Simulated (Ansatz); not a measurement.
# GeH4: the cost of one run

Program: Ansatz 0.2.0, Gaussian basis. Level of theory: PBE0-D4/def2-TZVP structures, single points in def2-TZVPP, no counterpoise correction. These are calculated values, not measurements.

Levels: SPW92, PBE-D4, BLYP-D4, r2SCAN-D4, B97M-V, PBE0-D4, B3LYP-D4, r2SCAN0-D4, BHLYP-D4, CAM-B3LYP-D4, wB97X-V, wB97M-V, B2PLYP, PBE-QIDH, RPA on PBE, Hartree-Fock, MP2, CCSD, CCSD(T).

Cores are frozen in the correlated methods. Filled d shells of the heavier atoms are correlated. Orbitals are unrestricted. B3LYP uses VWN-RPA correlation. B2PLYP carries no dispersion term here.

94 further runs of the same task are left out: 94 set aside as unsound or not needed.

## Step 1: Starting geometry

The complex: 9 atoms, charge 0, spin multiplicity 2.

Atoms are counted from 1 here; the program's logs count them from 0.

Bond lengths: H1–Ge3 1.537 Å, Si2–H4 1.486 Å, Si2–H5 1.486 Å, Si2–H6 1.486 Å, Ge3–H7 1.535 Å, Ge3–H8 1.535 Å, Ge3–H9 1.535 Å. Angles: H4–Si2–H5 111.2°, H4–Si2–H6 111.2°, H5–Si2–H6 111.2°, H1–Ge3–H7 109.5°, H1–Ge3–H8 109.5°, H1–Ge3–H9 109.5°, H7–Ge3–H8 109.4°, H7–Ge3–H9 109.4°, H8–Ge3–H9 109.4°.

As a file:

```xyz
9
GeH7Si
H    -0.0694   -0.1146   -0.7080
Si    0.2359    0.3917    2.4415
Ge   -0.2155   -0.3571   -2.2188
H    -0.1432    1.8042    2.7062
H     1.6562    0.1400    2.7995
H    -0.6716   -0.5499    3.1476
H     0.9814   -1.1736   -2.7251
H    -0.2612    0.9902   -2.9522
H    -1.5128   -1.1307   -2.4907
```

Its parts: GeH₄ holds atoms 1, 3, 7, 8, 9; SiH₃ radical holds atoms 2, 4, 5, 6. Each part counts its atoms afresh in its own runs.

## Step 2: Relaxing GeH₄ alone

The input, relax-a/in.yaml:

```yaml
crystal:
  periodic: [false, false, false]
  atoms:
    - {symbol: H, position_ang: [-0.069360, -0.114641, -0.707985]}
    - {symbol: Ge, position_ang: [-0.215458, -0.357145, -2.218754]}
    - {symbol: H, position_ang: [0.981395, -1.173589, -2.725069]}
    - {symbol: H, position_ang: [-0.261214, 0.990178, -2.952248]}
    - {symbol: H, position_ang: [-1.512761, -1.130725, -2.490731]}
basis:
  gaussian: {orbitals: def2-TZVP}
hamiltonian: {xc: pbe0, dispersion: d4}
relax: {f_tol: 0.005, max_steps: 200}
```

Launch:

```console
$ ansatz run in.yaml --threads 4 --pin off --events-out ev --progress --plain --max-ram 9574MiB
```

**Question.** How long does this run take on 4 threads of Arm Neoverse V2, shared host?

About 1.2 s.
